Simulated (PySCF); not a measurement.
**As²⁺ with other numerical set-ups**

The method stays; parts of the set-up, such as the basis or the Hamiltonian, are changed.

Computed with PySCF 2.14.0. Level: method and basis as typed in the scripts.

3 further runs of the same task are left out: 3 that didn't finish.

## 1. The atom

As²⁺: 1 atom, charge 2, spin multiplicity 2.

## 2. Base script

The input, input.py:

```python
from pyscf import gto, scf, mp

mol = gto.M(
    atom='As 0 0 0',
    basis='cc-pvdz-dk',
    charge=2,
    spin=1,
    symmetry=True,
    verbose=4,
)
mf = scf.UHF(mol)
mf = mf.sfx2c1e()
mf.kernel()
mp.MP2(mf, frozen=9).kernel()
mf.dip_moment()
print('orbital energies (hartree):', [e[max(0, n-3):n+3].round(4) for e, n in zip(mf.mo_energy, mol.nelec)])
```

On the command line:

```console
OMP_NUM_THREADS=1 python input.py
```

Its log is not repeated here.

It gives: E(SCF) = -2257.919446 Eh, 7 cycles, E(MP2) − E(SCF) = -0.04697 Eh, ⟨S²⟩ = 0.750.

## 3. Density fitting weigend

Edit 1 changes density fitting: none → weigend.

The input, input.py:

```python
from pyscf import gto, scf, mp

mol = gto.M(
    atom='As 0 0 0',
    basis='cc-pvdz-dk',
    charge=2,
    spin=1,
    symmetry=True,
    verbose=4,
)
mf = scf.UHF(mol)
mf = mf.sfx2c1e()
mf = mf.density_fit(auxbasis='weigend')
mf.kernel()
mp.MP2(mf, frozen=9).kernel()
mf.dip_moment()
print('orbital energies (hartree):', [e[max(0, n-3):n+3].round(4) for e, n in zip(mf.mo_energy, mol.nelec)])
```

On the command line:

```console
OMP_NUM_THREADS=1 python input.py
```

## 4. X2c-tzvpall

Edit 2 changes basis set: cc-pvdz-dk → x2c-tzvpall.

input.py, as its differences from that of step 2:

```diff
@@ -4,3 +4,3 @@
     atom='As 0 0 0',
-    basis='cc-pvdz-dk',
+    basis='x2c-tzvpall',
     charge=2,
```

## 5. Lanl2dz (core potential on, X2C off)

Edit 3 changes basis set: cc-pvdz-dk → lanl2dz; core potential: off → on; spin-free X2C: on → off; frozen orbitals: 9 → none. The core potential changes with it: totals don't compare.

input.py, as its differences from that of step 2:

```diff
@@ -4,3 +4,4 @@
     atom='As 0 0 0',
-    basis='cc-pvdz-dk',
+    basis='lanl2dz',
+    ecp={'As': 'lanl2dz'},
     charge=2,
@@ -11,5 +12,4 @@
 mf = scf.UHF(mol)
-mf = mf.sfx2c1e()
 mf.kernel()
-mp.MP2(mf, frozen=9).kernel()
+mp.MP2(mf).kernel()
 mf.dip_moment()
```

## 6. Pcseg-1 (X2C off)

Edit 4 changes basis set: cc-pvdz-dk → pcseg-1; spin-free X2C: on → off.

input.py, as its differences from that of step 2:

```diff
@@ -4,3 +4,3 @@
     atom='As 0 0 0',
-    basis='cc-pvdz-dk',
+    basis='pcseg-1',
     charge=2,
@@ -11,3 +11,2 @@
 mf = scf.UHF(mol)
-mf = mf.sfx2c1e()
 mf.kernel()
```

## 7. Cc-pcvdz (X2C off)

Edit 5 changes basis set: cc-pvdz-dk → cc-pcvdz; spin-free X2C: on → off.

input.py, as its differences from that of step 2:

```diff
@@ -4,3 +4,3 @@
     atom='As 0 0 0',
-    basis='cc-pvdz-dk',
+    basis='cc-pcvdz',
     charge=2,
@@ -11,3 +11,2 @@
 mf = scf.UHF(mol)
-mf = mf.sfx2c1e()
 mf.kernel()
```

## 8. 6-311++g** (X2C off)

Edit 6 changes basis set: cc-pvdz-dk → 6-311++g**; spin-free X2C: on → off.

input.py, as its differences from that of step 2:

```diff
@@ -4,3 +4,3 @@
     atom='As 0 0 0',
-    basis='cc-pvdz-dk',
+    basis='6-311++g**',
     charge=2,
@@ -11,3 +11,2 @@
 mf = scf.UHF(mol)
-mf = mf.sfx2c1e()
 mf.kernel()
```

Before running it: what results should come out? Wanted: for each run, E(SCF); from base; gap, α spin; after the SCF.

**Answer**, as computed:

| run | E(SCF) (hartree) | from base (eV) | cycles | gap, α spin (eV) | functions | after the SCF |
| --- | --- | --- | --- | --- | --- | --- |
| base | -2257.919446 | 0 | 7 | 9.90 | 27 | MP2 correlation -1.278 eV, core frozen |
| density fitting weigend | -2234.674112 | +632.5378 | 8 | 9.81 | 27 | MP2 correlation -1.813 eV, core frozen |
| x2c-tzvpall | -2258.013172 | -2.5504 | 8 | 9.89 | 48 | MP2 correlation -4.422 eV, core frozen |
| lanl2dz (core potential on, X2C off) | -4.923505 | not comparable | 5 | 9.80 | 8 | MP2 correlation -0.451 eV |
| pcseg-1 (X2C off) | -2232.889423 | not comparable | 7 | 9.83 | 27 | MP2 correlation -1.074 eV, core frozen |
| cc-pcvdz (X2C off) | -2233.154880 | not comparable | 8 | 9.87 | 43 | MP2 correlation -9.957 eV, core frozen |
| 6-311++g** (X2C off) | -2233.140652 | not comparable | 8 | 9.91 | 44 | MP2 correlation -4.689 eV, core frozen |

**Reading.** Of the runs whose energies can be compared, “density fitting weigend” moves the SCF energy most (+632.538 eV). x2c-tzvpall (48 functions) gives an energy 2.55 eV lower than cc-pvdz-dk (27).
